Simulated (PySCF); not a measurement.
# C4H4BBr: the cost of one run

Computed with PySCF 2.14.0, with density-fitted response routines of our own, on a single molecule in the gas phase. Atoms count from 0, in the outputs and in this text.

### 1 The molecule as given

10 atoms, charge 0, multiplicity 1; geometry from: GFN2-xTB. The atoms were then displaced at random by about 0.01 Å, so the start is not that level's minimum.

Bonds of the start (Å): C0–C1 1.30, C1–C2 1.39, C2–C3 1.27, C3–B4 1.45, B4–Br5 1.89, C0–H6 1.10, C0–H7 1.07, C1–H8 1.08, B4–H9 1.17.

### 2 Relaxing the molecule at PBE0-D3(BJ)/def2-SVP

The job: settings as JSON, then the geometry in Å.

```
{"job": {"xc": "PBE0", "basis": "def2-SVP", "d3": "d3bj", "grid": 1, "shake": 0.01, "kind": "geom"}, "charge": 0, "multiplicity": 1}
C     -2.268560     0.198910     0.040860
C     -1.345280    -0.712220     0.085050
C      0.010380    -0.403350     0.016490
C      1.252950    -0.154460    -0.025570
B      2.664900     0.188040    -0.089950
Br     3.170310     1.993180    -0.293840
H     -2.037030     1.268020    -0.059920
H     -3.317910    -0.026020     0.086600
H     -1.586400    -1.753370     0.203040
H      3.507090    -0.619660     0.016170
```

On the command line:

```bash
$ OMP_NUM_THREADS=1 python probes_run.py task.json out
```

This one command runs all jobs of the session in turn.

Q: Estimate the wall time and peak memory of this first job on 1 thread of Arm Neoverse V1, shared host.

About 56 s, with a peak of 0.49 GiB.
